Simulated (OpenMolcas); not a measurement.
**W⁴⁺ among point charges: CASSCF and CASPT2 levels and susceptibility**

How does a field of 4 point charges split the states of W⁴⁺, and what χT follows?

Method: state-averaged CASSCF and CASPT2, spin-orbit coupling by RASSI with atomic mean-field integrals. Code: OpenMolcas 26.06.

## (1) The atom as given

- Species: W⁴⁺ (tungsten, Z = 74, 70 electrons)
- Basis: ANO-RCC-VDZP [7s6p4d2f1g], 68 functions
- Scalar Hamiltonian: DKH2, point nucleus
- Inactive shells: 1s 2s 2p 3s 3p 3d 4s 4p 4d 4f 5s 5p
- Active space: 2 electrons in 5 orbitals (5d)
- Some configurations of this space: 5d²
- Orbitals: optimised for each spin and parity, averaged over all roots

The outer shells:

5d2
```
5d [↑ ][↑ ][  ][  ][  ]
```

The ion sits among 4 point charges of -2 e arranged as a square (D4h), 2.24 Å from the ion.

The work runs as a chain of OpenMolcas steps in one folder; each step below is one input file. Labels, J, g values, rates, χT and fits are worked out afterwards by a script from the matrices that RASSI stores. The input lists half of the charges; inversion (Group=XYZ) makes the rest.

## (2) One- and two-electron integrals

a.inp

```
&GATEWAY
Coord
1

W 0.0 0.0 0.0
Basis=ANO-RCC-VDZP
Group=XYZ
NoMove
AngMom=0.0 0.0 0.0
AMFI
XField
2 Angstrom 0
2.240000 0.000000 0.000000 -2.000000
0.000000 2.240000 0.000000 -2.000000
&SEWARD
```

Started as:

```
> OMP_NUM_THREADS=1 MOLCAS_MEM=1689 MOLCAS_PROJECT=a pymolcas a.inp > a.log
```

## (3) CASSCF: triplets of even parity, 10 roots

a.inp

```
&RASSCF
FileOrb=start.orb
Symmetry=1
Spin=3
nActEl=2 0 0
Inactive=15 19
Ras2=5 0
CIRoot=10 10 1
SDav=10
CIMx=300
Iter=120 100
PrWF=0.3
OrbListing=Nothing
MaxOrb=0
>>> COPY $Project.JobIph JOB001
```

start.orb holds the contracted functions of the basis, ordered by shell, or the orbitals of the step before.

## (4) CASSCF: singlets of even parity, 15 roots

a.inp

```
&RASSCF
FileOrb=start.orb
Symmetry=1
Spin=1
nActEl=2 0 0
Inactive=15 19
Ras2=5 0
CIRoot=15 15 1
SDav=15
CIMx=300
Iter=120 100
PrWF=0.3
OrbListing=Nothing
MaxOrb=0
>>> COPY $Project.JobIph JOB002
```

## (5) State interaction with spin-orbit coupling

a.inp

```
&RASSI
NrOfJobIphs=2 10 15
1 2 3 4 5 6 7 8 9 10
1 2 3 4 5 6 7 8 9 10 11 12 13 14 15
IphNames
JOB001
JOB002
EJob
SpinOrbit
DIPRint=1.0
SOCoupling=1000.0
Subsets=2
Property=9
'ANGMOM' 1 'ANGMOM' 2 'ANGMOM' 3 'MLTPL  1' 1 'MLTPL  1' 2 'MLTPL  1' 3
'AMFI' 1 'AMFI' 2 'AMFI' 3
SOProperty=3
'ANGMOM' 1 'ANGMOM' 2 'ANGMOM' 3
```

## (6) CASPT2: IPEA 0.25, imaginary shift 0.1 (closed shells correlated: 4f 5s 5p)

a.inp

```
>>> COPY JOB001 $Project.JobIph
&CASPT2
Multistate=10 1 2 3 4 5 6 7 8 9 10
NoMult
Frozen=14 9
IPEA=0.25
Imaginary=0.1
MaxIter=60
WThr=0.0 0.3 0.05
PrWF=0.5
NoMix
>>> COPY JOB002 $Project.JobIph
&CASPT2
Multistate=15 1 2 3 4 5 6 7 8 9 10 11 12 13 14 15
NoMult
Frozen=14 9
IPEA=0.25
Imaginary=0.1
MaxIter=60
WThr=0.0 0.3 0.05
PrWF=0.5
NoMix
```

(Steps that only read results are left out.)

Q: Predict the outcome of this session. Wanted: spin-free ground state; first state of the same spin within the active space; lowest level; next level.

As calculated:

```
                                            quantity                                                                           value
                                              method  SS-CASPT2, IPEA 0.25, imaginary shift 0.1 (closed shells correlated: 4f 5s 5p)
                              spin-free ground state                                                  3E, 2-fold in its orbital part
first state of the same spin within the active space                                                                3A2 at 4420 cm⁻¹
                                        lowest level                                                                       1-fold A1
                                          next level                                                                     3276.3 cm⁻¹
                                         χT at 300 K                                                                  0.03 cm³ K/mol
                           effective moment at 300 K                                                                         0.47 μB
```

Cost by method:

| method | time of its own steps | time with the reference |
| --- | --- | --- |
| A. CASSCF | 6.1 s | 6.1 s |
| B. SS-CASPT2, IPEA 0.25, imaginary shift 0.1, +4f 5s 5p | 4.4 s | 10 s |

Times are of one thread on a shared host.

**Reading.** The spin-free ground state (3E) comes to 63 % from free-ion F terms and keeps the highest spin of the shell. χT at 300 K is 0.03, against 1.00 cm³ K/mol for the spin alone, so spin-orbit coupling lowers it. The field of point charges can differ much from that of real complexes. This is an electrostatic model: the charges have no orbitals.
